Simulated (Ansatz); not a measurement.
# NW: the cost of one run

The runs use Ansatz 0.2.0, Gaussian basis; def2-QZVPP, core rule «outside noble gas», up to 5 orbitals frozen.

Plan: UHF; ROHF; CCSD(T) on UHF.

2 further runs of the same task are left out: 2 set aside as unsound or not needed.

## (1) What is computed

The geometry is a PBE0/def2-TZVP stationary point (not a proven minimum) of the parent state, kept for this charge and spin. No spin-orbit coupling is included. Elements past krypton take def2 core potentials.

2 atoms, charge 0, spin multiplicity 4.

Atoms are counted from 1 here; the program's logs count them from 0.

Bond lengths: W1–N2 1.646 Å.

## (2) UHF

Input file in.yaml:

```yaml
crystal:
  periodic: [false, false, false]
  atoms:
    - {symbol: W, position_ang: [0.000000, 0.000000, 0.000000]}
    - {symbol: N, position_ang: [0.000000, 0.000000, 1.646222]}
basis:
  gaussian: {orbitals: "def2-QZVPP.json"}
magnetization: {spin_polarized: true, initial_magnetization: 3}
hamiltonian: {xc: hf}
output: {orbitals: {seedname: orbitals}}
```

Started as:

```console
> ansatz run in.yaml --threads 1 --pin off --events-out ev --progress --plain --max-ram 2560MiB --backend cpu
```

Q: Estimate wall time and peak memory on 1 thread of AMD EPYC 7R13, shared host.

About 13 s, with a peak of 0.31 GiB.
